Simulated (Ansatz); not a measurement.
# CH4GeS: basis-set convergence

An exercise on one series of results from a longer session: the logs are not shown, and one member is left open.

Program: Ansatz 0.2.0, Gaussian basis. Level of theory: one geometry, several basis sets. These are calculated values, not measurements.

Plan: PBE0-D4/def2-SVP; ωB97M-V/def2-SVP; PBE0-D4/def2-QZVPP; ωB97M-V/def2-QZVPP; the functionals' def2-TZVPP values are taken from earlier runs.

### Structure used throughout

All runs share one geometry, relaxed beforehand with PBE0-D4 in a triple-zeta def2 set.

7 atoms, charge 0, spin multiplicity 1.

Atoms are counted from 1 here; the program's logs count them from 0.

Bond lengths: C1–S2 1.812 Å, C1–H4 1.090 Å, C1–H5 1.090 Å, C1–H6 1.090 Å, S2–Ge3 2.189 Å, Ge3–H7 1.594 Å. Angles: S2–C1–H4 111.0°, S2–C1–H5 109.0°, S2–C1–H6 109.0°, H4–C1–H5 109.4°, H4–C1–H6 109.4°, H5–C1–H6 109.0°, C1–S2–Ge3 103.6°, S2–Ge3–H7 89.0°.

The first run:

in.yaml reads:

```yaml
crystal:
  periodic: [false, false, false]
  atoms:
    - {symbol: C, position_ang: [-0.787609, 0.742200, -0.275431]}
    - {symbol: S, position_ang: [0.549813, 0.166704, 0.803073]}
    - {symbol: Ge, position_ang: [1.194720, -1.705575, -0.130999]}
    - {symbol: H, position_ang: [-0.951124, 0.046809, -1.099311]}
    - {symbol: H, position_ang: [-0.525030, 1.721822, -0.674684]}
    - {symbol: H, position_ang: [-1.702463, 0.831764, 0.310256]}
    - {symbol: H, position_ang: [2.282892, -1.871825, 1.021498]}
basis:
  gaussian: {orbitals: def2-SVP}
hamiltonian: {xc: pbe0, dispersion: d4}
output: {orbitals: {seedname: orbitals}}
```

Command:

```console
$ ansatz run in.yaml --threads 4 --pin off --events-out ev --progress --plain --max-ram 10444MiB
```

Steps of the session up to this table: PBE0-D4 in def2-SVP; ωB97M-V in def2-SVP; PBE0-D4 in def2-QZVPP; ωB97M-V in def2-QZVPP.

One of the session's tables, all rows but one given; the rest of the session is left out.

It belongs to the step «Density functionals: the series». 

```
functional       basis  HOMO (eV)  LUMO (eV)
   PBE0-D4    def2-SVP      -6.75      -2.28
   PBE0-D4  def2-TZVPP      -6.77      -2.32
   PBE0-D4  def2-QZVPP      -6.81      -2.38
   ωB97M-V    def2-SVP      -8.79      -0.32
   ωB97M-V  def2-TZVPP          ?          ?
   ωB97M-V  def2-QZVPP      -8.89      -0.52
```

**Question.** Estimate the row for ωB97M-V, def2-TZVPP.

**Answer.** HOMO (eV): -8.85; LUMO (eV): -0.39. In the column «HOMO (eV)» it lies between ωB97M-V, def2-QZVPP (-8.89) and ωB97M-V, def2-SVP (-8.79).
